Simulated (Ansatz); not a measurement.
**CH4F2SSn: a ladder of functionals and wavefunction methods**

One table from this session's results is given with a row withheld; the runs are named, their logs left out.

Method: functionals in def2-TZVPP, the program's frozen cores in correlated methods; program: Ansatz 0.2.0, Gaussian basis.

The runs, in order: PBE-D4, r2SCAN-D4, PBE0-D4, B3LYP-D4, ωB97X-V, ωB97M-V, B2PLYP; CCSD(T)/def2-TZVPP; MP2/def2-QZVPP; extrapolation to the limit.

### The geometry

All runs share one geometry, relaxed beforehand with PBE0-D4 in a triple-zeta def2 set. Sn takes the def2 core potential; no spin-orbit term is included.

SMILES `F[CH](F)[SnH2][SH]`, 9 atoms, charge 0, spin multiplicity 1.

Atoms are counted from 1 here; the program's logs count them from 0.

Bond lengths: F1–C2 1.364 Å, C2–F3 1.358 Å, C2–Sn4 2.199 Å, C2–H6 1.096 Å, Sn4–S5 2.393 Å, Sn4–H7 1.702 Å, Sn4–H8 1.708 Å, S5–H9 1.344 Å. Angles: F1–C2–F3 107.5°, F1–C2–Sn4 108.8°, F1–C2–H6 107.4°, F3–C2–Sn4 110.8°, F3–C2–H6 107.7°, Sn4–C2–H6 114.4°, C2–Sn4–S5 106.5°, C2–Sn4–H7 111.4°, C2–Sn4–H8 108.0°, S5–Sn4–H7 107.1°, S5–Sn4–H8 111.4°, H7–Sn4–H8 112.2°, Sn4–S5–H9 92.9°.

Set-up of the first run:

The input, in.yaml:

```yaml
crystal:
  periodic: [false, false, false]
  atoms:
    - {symbol: F, position_ang: [-0.909786, 0.422629, 1.667991]}
    - {symbol: C, position_ang: [0.372103, 0.427345, 1.202456]}
    - {symbol: F, position_ang: [0.758872, 1.723356, 1.082624]}
    - {symbol: Sn, position_ang: [0.421744, -0.584878, -0.748828]}
    - {symbol: S, position_ang: [-1.349490, 0.359927, -2.051752]}
    - {symbol: H, position_ang: [1.000652, -0.038795, 1.969590]}
    - {symbol: H, position_ang: [1.875315, -0.270427, -1.575521]}
    - {symbol: H, position_ang: [0.177115, -2.254598, -0.483835]}
    - {symbol: H, position_ang: [-2.258125, 0.169040, -1.079925]}
basis:
  gaussian: {orbitals: def2-TZVPP}
hamiltonian: {xc: pbe, dispersion: d4}
output: {forces: true, orbitals: {seedname: orbitals}}
```

Run with:

```sh
$ ansatz run in.yaml --threads 4 --pin off --events-out ev --progress --plain --max-ram 10444MiB
```

Among the steps run: PBE-D4 (GGA); r2SCAN-D4 (meta-GGA); PBE0-D4 (hybrid); B3LYP-D4 (hybrid); ωB97X-V (range-separated); ωB97M-V (range-separated); B2PLYP (double hybrid); CCSD(T) in def2-TZVPP; MP2 in def2-QZVPP.

One table of the session follows, with a row left open; its other results are not shown here.

It belongs to the step «Atomisation energies». 

| method | atomisation energy (kcal/mol) |
| --- | --- |
| PBE-D4 | 673.9 |
| r2SCAN-D4 | 659.5 |
| PBE0-D4 | 654.9 |
| B3LYP-D4 | 652.3 |
| ωB97X-V | 663.6 |
| ωB97M-V | 659.5 |
| B2PLYP | 644.3 |
| HF/def2-TZVPP | 443.8 |
| MP2/def2-TZVPP | 648.9 |
| CCSD/def2-TZVPP | 626.2 |
| CCSD(T)/def2-TZVPP | 639.5 |
| MP2/CBS | ? |
| CCSD(T)/CBS | 660.7 |

Q: Estimate the row for MP2/CBS from the others.

The run gave: atomisation energy (kcal/mol): 670.1. In the column «atomisation energy (kcal/mol)» it lies between ωB97X-V (663.6) and PBE-D4 (673.9).

Limits of these values: Free atoms (2 F, 1 C, 1 Sn, 1 S, 4 H) were run apart at each level; the atomisation energy is their sum less the molecule, without zero-point or spin-orbit terms.
